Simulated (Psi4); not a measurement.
**GeH3F (fluorogermane): HF/pcseg-0 (sweep point 1)**

What is the vertical ionisation energy of GeH3F (fluorogermane) at HF/pcseg-0 (sweep point 1)? 

Program for the calculation: Psi4 1.11.

### 1 The structure to begin with

The species is GeH3F (5 atoms), meant as a singlet with charge 0. SMILES: `[F][GeH3]`. The shape is that of a PBE0-D4/def2-TZVP optimisation.

Bond lengths: F1–Ge2 1.742 Å, Ge2–H3 1.533 Å, Ge2–H4 1.533 Å, Ge2–H5 1.533 Å. Angles: F1–Ge2–H3 106.2°, F1–Ge2–H4 106.2°, F1–Ge2–H5 106.3°, H3–Ge2–H4 112.5°, H3–Ge2–H5 112.5°, H4–Ge2–H5 112.5°.

### 2 The energy at HF/pcseg-0 (sweep point 1)

fgeh3.py reads:

```python
import psi4

psi4.set_memory('1600 MB')
psi4.set_num_threads(1)
psi4.core.set_output_file('psi4.out', False)

molecule = psi4.geometry("""
0 1
F     -1.97759839     0.89629710     2.19623970
Ge     0.12887932    -0.07861261    -0.13757206
H      2.51522547    -0.96753978     1.24457363
H     -1.18637006    -2.22609737    -1.57074035
H      0.61434996     2.23667984    -1.81054660
units au
symmetry c1
""")

psi4.set_options({
    'puream': True,
    'scf_type': 'pk',
})

E = psi4.energy("hf/pcseg-0")
print(f'total energy {E:.8f} hartree = {E * 27.211386:.5f} eV')
```

Command:

```
python fgeh3.py
```

psi4.out:

```text
[...]
  Running in c1 symmetry.
[...]
  Nuclear repulsion =  126.699030089755894
[...]
  Multiplicity = 1
[...]
  Nalpha       = 22
  Nbeta        = 22
[...]
    Number of basis functions: 37
[...]
   @RHF iter   1: -2173.08106347594185   -3.89220e+00   2.96078e-02 DIIS/ADIIS
[...]
   @RHF iter   8: -2173.60758381058122   -4.87034e-09   1.71580e-07 DIIS
[...]
    Orbital Energies [Eh]
    ---------------------
    Doubly Occupied:
       1A   -405.098319     2A    -51.677637     3A    -46.339323
       4A    -46.339178     5A    -46.339178     6A    -26.227548
       7A     -7.171532     8A     -5.268127     9A     -5.267800
      10A     -5.267799    11A     -1.734837    12A     -1.725120
      13A     -1.725119    14A     -1.722702    15A     -1.722702
      16A     -1.502582    17A     -0.773764    18A     -0.612363
      19A     -0.612361    20A     -0.588987    21A     -0.489755
      22A     -0.489725
[...]
  @RHF Final Energy: -2173.60758381058122
   => Energetics <=
    Nuclear Repulsion Energy =            126.6990300897558939
    One-Electron Energy =               -3283.2203186021256442
    Two-Electron Energy =                 982.9137047017882196
    Total Energy =                      -2173.6075838105816729
[...]
 Multipole Moments:
 ------------------------------------------------------------------------------------
     Multipole            Electronic (a.u.)      Nuclear  (a.u.)        Total (a.u.)
 ------------------------------------------------------------------------------------
 L = 1.  Multiply by 2.5417464519 to convert [e a0] to [Debye]
 Dipole X            :          0.4784802            0.2320869            0.7105671
 Dipole Y            :         -0.2208342           -0.1077987           -0.3286329
 Dipole Z            :         -0.5305918           -0.2568343           -0.7874262
 Magnitude           :                                                    1.1103806
[...]
```

Standard output:

```text
total energy -2173.60758381 hartree = -59146.87498 eV
```

Run time: 0.96 s. Hardware: 1 thread of AMD EPYC 9R45 (Zen 5), shared host; peak memory 0.2 GiB.

### 3 The doublet cation

job.py reads:

```python
import psi4

psi4.set_memory('1600 MB')
psi4.set_num_threads(1)
psi4.set_output_file('psi4.out', False)

m = psi4.geometry("""
1 2
F     -1.97759839     0.89629710     2.19623970
Ge     0.12887932    -0.07861261    -0.13757206
H      2.51522547    -0.96753978     1.24457363
H     -1.18637006    -2.22609737    -1.57074035
H      0.61434996     2.23667984    -1.81054660
units au
symmetry c1
""")

psi4.set_options({
    'reference': 'uhf',
    'puream': True,
    'scf_type': 'pk',
    'maxiter': 150,
})

energy_value = psi4.energy("scf/pcseg-0", molecule=m)
print(f'total energy {energy_value:.8f} hartree = {energy_value * 27.211386:.5f} eV')
```

Command:

```
python job.py
```

psi4.out:

```text
[...]
  Running in c1 symmetry.
[...]
  Nuclear repulsion =  126.699030089755894
[...]
  Multiplicity = 2
[...]
  Nalpha       = 22
  Nbeta        = 21
[...]
    Number of basis functions: 37
[...]
   @UHF iter   1: -2172.72079775926704   -3.53194e+00   2.79713e-02 DIIS/ADIIS
[...]
   @UHF iter  28: -2173.14791342012040   -5.09317e-10   7.03193e-07 DIIS
[...]
   @S^2 Observed:                8.159724182E-01
[...]
    Orbital Energies [Eh]
    ---------------------
    Alpha Occupied:
       1A   -405.391649     2A    -51.971552     3A    -46.634266
       4A    -46.632870     5A    -46.632080     6A    -26.587334
       7A     -7.465289     8A     -5.565690     9A     -5.560539
      10A     -5.558309    11A     -2.031827    12A     -2.022255
      13A     -2.017367    14A     -2.016636    15A     -2.014054
      16A     -1.844397    17A     -1.082253    18A     -0.966810
      19A     -0.933526    20A     -0.913088    21A     -0.846990
      22A     -0.759329
    Alpha Virtual:
      23A     -0.124701    24A     -0.094198    25A     -0.067541
[...]
  @UHF Final Energy: -2173.14791342012040
   => Energetics <=
    Nuclear Repulsion Energy =            126.6990300897558939
    One-Electron Energy =               -3270.0828955011684229
    Two-Electron Energy =                 970.2359519912922678
    Total Energy =                      -2173.1479134201199486
  UHF NO Occupations:
  HONO-2 :   20  A 1.9894913
  HONO-1 :   21  A 1.9777837
[...]
 Multipole Moments:
 ------------------------------------------------------------------------------------
     Multipole            Electronic (a.u.)      Nuclear  (a.u.)        Total (a.u.)
 ------------------------------------------------------------------------------------
 L = 1.  Multiply by 2.5417464519 to convert [e a0] to [Debye]
 Dipole X            :          0.7534825            0.2320869            0.9855693
 Dipole Y            :         -0.7515564           -0.1077987           -0.8593551
 Dipole Z            :         -0.6550584           -0.2568343           -0.9118927
 Magnitude           :                                                    1.5941726
[...]
```

On the terminal:

```text
total energy -2173.14791342 hartree = -59134.36671 eV
```

Wall time 1.1 s (1 thread of AMD EPYC 9R45 (Zen 5), shared host); peak memory 0.2 GiB.

### 4 Results

At HF/pcseg-0 (sweep point 1):

| quantity | value |
| --- | --- |
| singlet GeH3F: total energy | -2173.60758 Eh |
| singlet GeH3F: dipole moment | 2.82 D |
| singlet GeH3F: HOMO energy | -13.33 eV |
| singlet GeH3F: LUMO energy | 3.55 eV |
| singlet GeH3F: HOMO–LUMO gap | 16.88 eV |
| doublet cation: total energy | -2173.14791 Eh |
| doublet cation: HOMO energy (highest over α and β) | -19.74 eV |
| doublet cation: LUMO energy (lowest over α and β) | -11.59 eV |
| doublet cation: ⟨S²⟩ | 0.816 |
| vertical ionisation energy (to the doublet cation) | 12.508 eV |

What this shows: The vertical ionisation energy comes to 12.51 eV (288 kcal/mol). The negative HOMO energy of the first species, 13.33 eV, lies 0.82 eV above that difference.
